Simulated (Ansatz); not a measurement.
# CH4BOSb: how energies converge with the basis set

Aim: see how fast density functionals converge with the basis set for CH4BOSb.

Computed with Ansatz 0.2.0, Gaussian basis. Level: one geometry, several basis sets.

Plan: PBE0-D4/def2-SVP; ωB97M-V/def2-SVP; PBE0-D4/def2-QZVPP; ωB97M-V/def2-QZVPP; the functionals' def2-TZVPP values are taken from earlier runs.

## (1) The geometry

An earlier PBE0-D4 in a triple-zeta def2 set relaxation fixed the geometry. Sb takes the def2 core potential; no spin-orbit term is included.

8 atoms, charge 0, spin multiplicity 1.

Atoms are counted from 1 here; the program's logs count them from 0.

Bond lengths: O1–C2 1.333 Å, O1–H5 0.963 Å, C2–B3 1.490 Å, C2–H6 1.090 Å, B3–Sb4 2.118 Å, B3–H7 1.190 Å, Sb4–H8 1.715 Å. Angles: C2–O1–H5 110.9°, O1–C2–B3 122.4°, O1–C2–H6 114.7°, B3–C2–H6 122.9°, C2–B3–Sb4 100.5°, C2–B3–H7 126.3°, Sb4–B3–H7 125.1°, B3–Sb4–H8 95.9°.

## (2) PBE0-D4 in def2-SVP

Contents of in.yaml:

```yaml
crystal:
  periodic: [false, false, false]
  atoms:
    - {symbol: O, position_ang: [-0.333901, 1.492649, -0.878542]}
    - {symbol: C, position_ang: [-0.151544, 0.519836, 0.014360]}
    - {symbol: B, position_ang: [1.153119, -0.181731, 0.176251]}
    - {symbol: Sb, position_ang: [0.506300, -2.197865, 0.206800]}
    - {symbol: H, position_ang: [-1.262208, 1.746139, -0.926715]}
    - {symbol: H, position_ang: [-1.038339, 0.261611, 0.592897]}
    - {symbol: H, position_ang: [2.209193, 0.191781, -0.226430]}
    - {symbol: H, position_ang: [-0.990519, -1.889622, 0.985579]}
basis:
  gaussian: {orbitals: def2-SVP}
hamiltonian: {xc: pbe0, dispersion: d4}
output: {orbitals: {seedname: orbitals}}
```

Started as:

```sh
$ ansatz run in.yaml --threads 2 --pin off --events-out ev --progress --plain --max-ram 4352MiB
```

The runs that follow: ωB97M-V in def2-SVP; PBE0-D4 in def2-QZVPP; ωB97M-V in def2-QZVPP.

Q: Predict the results of all the runs planned. Wanted: PBE0-D4: double and triple zeta above quadruple; ωB97M-V: double and triple zeta above quadruple.

As calculated:

| quantity | value |
| --- | --- |
| PBE0-D4: double and triple zeta above quadruple | 4.93, 0.26 eV |
| ωB97M-V: double and triple zeta above quadruple | 5.13, 0.26 eV |

**Reading.** For PBE0-D4 the step from double to triple zeta gains 4.66 eV and the next only 0.26 eV. These are total energies; as a rule much of such shifts cancels in differences, which this series doesn't test.
